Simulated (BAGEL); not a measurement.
# GeSiH4F (SMILES F[SiH][GeH3]): UHF/3-21G (density fitting with qzvpp-jkfit)

Aim: the vertical doublet–quartet gap of GeSiH4F at UHF/3-21G (density fitting with qzvpp-jkfit), from 2 runs. 

The calculation is run with BAGEL 1.2.2.

2 further runs of the same task are left out: 1 that didn't finish, 1 set aside as unsound or not needed.

## (1) Starting point

GeSiH4F: 7 atoms, total charge 0, spin state doublet. SMILES: `F[SiH][GeH3]`. The coordinates come from a PBE0-D4/def2-TZVP relaxation.

Bond lengths: F1–Si2 1.610 Å, Si2–Ge3 2.386 Å, Si2–H4 1.494 Å, Ge3–H5 1.538 Å, Ge3–H6 1.535 Å, Ge3–H7 1.540 Å. Angles: F1–Si2–Ge3 110.1°, F1–Si2–H4 106.6°, Ge3–Si2–H4 113.1°, Si2–Ge3–H5 107.6°, Si2–Ge3–H6 109.9°, Si2–Ge3–H7 112.2°, H5–Ge3–H6 109.0°, H5–Ge3–H7 109.1°, H6–Ge3–H7 109.0°.

## (2) A single-point energy at UHF/3-21G (density fitting with qzvpp-jkfit)

The input, calc.json:

```json
{ "bagel": [

{
  "title": "molecule",
  "basis": "3-21g",
  "df_basis": "qzvpp-jkfit",
  "angstrom": true,
  "geometry": [
    { "atom": "F", "xyz": [      -0.828200,      -1.797600,       1.409500 ] },
    { "atom": "Si", "xyz": [      -0.880400,      -1.140500,      -0.059400 ] },
    { "atom": "Ge", "xyz": [       0.333800,       0.913400,      -0.081600 ] },
    { "atom": "H", "xyz": [      -0.325400,      -2.158700,      -1.001700 ] },
    { "atom": "H", "xyz": [       0.289700,       1.465200,      -1.516000 ] },
    { "atom": "H", "xyz": [      -0.331000,       1.924700,       0.863100 ] },
    { "atom": "H", "xyz": [       1.802700,       0.725500,       0.340400 ] }
  ]
},

{ "title": "uhf", "nopen": 1 },

{ "title": "print", "file": "orbitals.molden", "orbitals": true }

]}
```

The run is started by

```
$ BAGEL_NUM_THREADS=1 BAGEL calc.json > calc.out
```

What it wrote:

```text
* using 1 threads per process

  ===============================================================
  ===============================================================

  *** Geometry ***

  { "atom" : "F", "xyz" : [     -1.565071,     -3.396972,      2.663569 ] },
  { "atom" : "Si", "xyz" : [     -1.663715,     -2.155233,     -0.112250 ] },
  { "atom" : "Ge", "xyz" : [      0.630791,      1.726076,     -0.154202 ] },
  { "atom" : "H", "xyz" : [     -0.614917,     -4.079352,     -1.892939 ] },
  { "atom" : "H", "xyz" : [      0.547454,      2.768827,     -2.864825 ] },
  { "atom" : "H", "xyz" : [     -0.625499,      3.637156,      1.631023 ] },
  { "atom" : "H", "xyz" : [      3.406609,      1.370996,      0.643263 ] },

  Number of auxiliary basis functions:      543

  Since a DF basis is specified, we compute 2- and 3-index integrals:
    o Being stored without compression. Storage requirement is 0.012 GB

  Number of basis functions:       52
  Number of electrons      :       59

    * METHOD: MOLECULE                             0.88

  *** Open-shell HF ***

  === Nuclear Repulsion ===
   243.4029952314

      * DIIS with orbital gradients will be used.

  === UHF iteration (3-21g) ===
      0      -2453.84091622          0.03785779           0.49
      1      -2453.91789687          0.02342442           0.32
      2      -2453.93792194          0.01376903           0.52
      3      -2453.94714290          0.00096835           0.34
      4      -2453.94751182          0.00029184           0.43
      5      -2453.94757201          0.00008795           0.54
      6      -2453.94758296          0.00002361           0.50
      7      -2453.94758458          0.00000980           0.33
      8      -2453.94758500          0.00000267           0.46
      9      -2453.94758503          0.00000101           0.51
     10      -2453.94758504          0.00000050           0.30
     11      -2453.94758504          0.00000016           0.39
     12      -2453.94758504          0.00000007           0.31
     13      -2453.94758504          0.00000002           0.44
     14      -2453.94758504          0.00000001           0.42
     15      -2453.94758504          0.00000001           0.52
    * SCF iteration converged.

    * S^2 (UHF) is 0.7534

    * Permanent dipole moment:
           (    0.087845,    -0.412550,     0.629582) a.u.

    * METHOD: UHF                                  7.88

    * METHOD: PRINT                                0.01

  ===============================================================
```

Run time: 9.7 s. Hardware: 1 thread of Intel Xeon at 2.50GHz (Skylake/Cascade Lake), shared host.

## (3) The quartet at the same level

The input, job.json:

```json
{ "bagel": [

{
  "title": "molecule",
  "basis": "3-21g",
  "df_basis": "qzvpp-jkfit",
  "angstrom": true,
  "geometry": [
    { "atom": "F", "xyz": [      -0.828200,      -1.797600,       1.409500 ] },
    { "atom": "Si", "xyz": [      -0.880400,      -1.140500,      -0.059400 ] },
    { "atom": "Ge", "xyz": [       0.333800,       0.913400,      -0.081600 ] },
    { "atom": "H", "xyz": [      -0.325400,      -2.158700,      -1.001700 ] },
    { "atom": "H", "xyz": [       0.289700,       1.465200,      -1.516000 ] },
    { "atom": "H", "xyz": [      -0.331000,       1.924700,       0.863100 ] },
    { "atom": "H", "xyz": [       1.802700,       0.725500,       0.340400 ] }
  ]
},

{
  "title": "uhf",
  "nopen": 3
},

{
  "title": "print",
  "file": "orbitals.molden",
  "orbitals": true
}

]}
```

The run is started by

```
$ BAGEL_NUM_THREADS=1 BAGEL job.json > job.out
```

What it wrote:

```text
* using 1 threads per process

  ===============================================================
  ===============================================================

  *** Geometry ***

  { "atom" : "F", "xyz" : [     -1.565071,     -3.396972,      2.663569 ] },
  { "atom" : "Si", "xyz" : [     -1.663715,     -2.155233,     -0.112250 ] },
  { "atom" : "Ge", "xyz" : [      0.630791,      1.726076,     -0.154202 ] },
  { "atom" : "H", "xyz" : [     -0.614917,     -4.079352,     -1.892939 ] },
  { "atom" : "H", "xyz" : [      0.547454,      2.768827,     -2.864825 ] },
  { "atom" : "H", "xyz" : [     -0.625499,      3.637156,      1.631023 ] },
  { "atom" : "H", "xyz" : [      3.406609,      1.370996,      0.643263 ] },

  Number of auxiliary basis functions:      543

  Since a DF basis is specified, we compute 2- and 3-index integrals:
    o Being stored without compression. Storage requirement is 0.012 GB

  Number of basis functions:       52
  Number of electrons      :       59

    * METHOD: MOLECULE                             1.23

  *** Open-shell HF ***

  === Nuclear Repulsion ===
   243.4029952314

      * DIIS with orbital gradients will be used.

  === UHF iteration (3-21g) ===
      0      -2453.54401510          0.03895965           0.52
      1      -2453.62960334          0.03002901           0.54
      2      -2453.66189390          0.02008116           0.56
      3      -2453.68420671          0.00142644           0.46
      4      -2453.68584845          0.00074434           0.66
      5      -2453.68675376          0.00041311           0.45
      6      -2453.68736038          0.00026518           0.59
      7      -2453.68767361          0.00021037           0.67
      8      -2453.68793894          0.00017412           0.57
      9      -2453.68824193          0.00012882           0.70
     10      -2453.68844462          0.00007684           0.47
     11      -2453.68847736          0.00005583           0.58
     12      -2453.68850569          0.00002812           0.52
     13      -2453.68850942          0.00001331           0.61
     14      -2453.68850957          0.00000672           0.64
     15      -2453.68850963          0.00000328           0.40
     16      -2453.68850965          0.00000223           0.59
     17      -2453.68850967          0.00000151           0.72
     18      -2453.68850969          0.00000119           0.48
     19      -2453.68850970          0.00000091           0.68
     20      -2453.68850970          0.00000061           0.53
     21      -2453.68850971          0.00000022           0.37
     22      -2453.68850971          0.00000011           0.58
     23      -2453.68850971          0.00000006           0.80
     24      -2453.68850971          0.00000004           0.58
     25      -2453.68850971          0.00000003           0.73
     26      -2453.68850971          0.00000002           0.31
     27      -2453.68850971          0.00000001           0.78
     28      -2453.68850971          0.00000001           0.75
    * SCF iteration converged.

    * S^2 (UHF) is 3.7618

    * Permanent dipole moment:
           (   -0.341800,    -0.627753,     0.943829) a.u.

    * METHOD: UHF                                 18.07

    * METHOD: PRINT                                0.02

  ===============================================================
```

Run time: 21 s. Hardware: 1 thread of Intel Xeon at 2.50GHz (Skylake/Cascade Lake), shared host.

## (4) Outcome

Level: UHF/3-21G (density fitting with qzvpp-jkfit).

| quantity | value |
| --- | --- |
| doublet: total energy | -2453.94759 Eh |
| doublet: dipole moment | 1.93 D |
| doublet: ⟨S²⟩ | 0.753 |
| quartet: total energy | -2453.68851 Eh |
| quartet: dipole moment | 3.01 D |
| quartet: ⟨S²⟩ | 3.762 |
| vertical energy of the quartet above the doublet | 7.050 eV |

At this shape the quartet lies 7.05 eV (163 kcal/mol) above the doublet.
